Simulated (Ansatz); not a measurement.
# LuGa5Co: the cost of one run

Program: Ansatz 0.2.0. Level of theory: DFT PBEsol, scalar-relativistic, plane waves, PAW. These are calculated values, not measurements.

## 1. The system as given

The structure is tetragonal, space group P4/mmm (No. 123). Conventional cell: a = 4.192 Å, b = 4.192 Å, c = 6.750 Å, α = 90.00°, β = 90.00°, γ = 90.00°. Lu (site symmetry 4/mmm) has 12 Ga at 2.95 to 2.96 Å and 2 Co at 3.38 Å as nearest neighbours. Around Ga (site symmetry 2mm) lie 2 Co at 2.46 Å and 1 Ga at 2.59 Å. Around Ga (site symmetry 4/mmm) lie 8 Ga at 2.95 Å and 4 Lu at 2.96 Å. Around Co (site symmetry 4/mmm) lie 8 Ga at 2.46 Å.

As a file:

```
CELL_PARAMETERS angstrom
4.19208 0.00000 0.00000
0.00000 4.19208 0.00000
0.00000 0.00000 6.75014
ATOMIC_POSITIONS crystal
Lu 0.00000 0.00000 0.00000
Ga 0.00000 0.50000 0.30804
Ga 0.00000 0.50000 0.69196
Ga 0.50000 0.00000 0.30804
Ga 0.50000 0.00000 0.69196
Ga 0.50000 0.50000 0.00000
Co 0.00000 0.00000 0.50000
```

It goes back to an entry of the Materials Project.

This cell was relaxed beforehand with the same method: volume 16.95 Å³/atom, gap on the mesh none (metal).

## 2. Relaxing with PBEsol

input.yaml

```yaml
crystal:
  lattice:
    - [4.1920793269, 0.0, 0.0]
    - [0.0, 4.1920793269, 0.0]
    - [0.0, 0.0, 6.7501424182]
  atoms:
    - { symbol: Lu, position: [0.0, 0.0, 0.0] }
    - { symbol: Ga, position: [0.0, 0.5, 0.3080359577] }
    - { symbol: Ga, position: [0.0, 0.5, 0.6919640423] }
    - { symbol: Ga, position: [0.5, 0.0, 0.3080359577] }
    - { symbol: Ga, position: [0.5, 0.0, 0.6919640423] }
    - { symbol: Ga, position: [0.5, 0.5, 0.0] }
    - { symbol: Co, position: [0.0, 0.0, 0.5] }
basis:
  ecutwfc: 420
kpoints:
  mp_grid: { grid: [8, 8, 6] }
hamiltonian:
  xc: pbesol
scf:
  occupations: { method: gaussian, width: 0.1 }
output:
  forces: true
  stress: true
  eigenvalues: true
relax:
  adjacent_minimum: "off"
  f_tol: 0.005
  max_steps: 50
  cell: { stress_tol: 0.05 }
```

Launch:

```sh
> ansatz run input.yaml --threads 2 --pin off --max-ram 5120MiB --backend cpu --events-out ev --progress --plain --runs-dir out
```

What time and memory should one allow on 2 threads of AMD EPYC (Zen 3), shared host?

About 4 min, with a peak of 0.73 GiB.
